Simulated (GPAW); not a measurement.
SnSe2:

```
Sn Se
1.0
     3.81100    0.00000    0.00000
    -1.90550    3.30042    0.00000
     0.00000    0.00000    6.13600
Sn Se
1 2
Direct
  0.00000 0.00000 0.00000
  0.33333 0.66667 0.24900
  0.66667 0.33333 0.75100
```

Base run:

- Program: GPAW 26.7.0
- Functional: LDA
- Potentials or basis: the program's PAW data sets (release 1.2.1) made for this functional
- Cutoff: 600 eV
- Basis: pw
- k mesh: 7 × 7 × 5
- Occupations: fermi-dirac, width 0.05 eV
- Spin: no spin polarisation

Its results: band gap on the k mesh 0.67 eV, indirect (least direct gap 0.88 eV).

Task: The run is repeated on the same cell with these changes: functional from LDA to GLLB-SC. What comes out?

Result: Band gap on the k mesh, kohn-sham part alone 1.06 eV, indirect (least direct gap 1.44 eV).

Caveats: spin-orbit coupling is left out, which moves the levels of the heavy elements; a model potential gives levels but no total energy (some runs); an odd mesh through Γ misses points on the zone boundary, where band edges often lie (some runs).
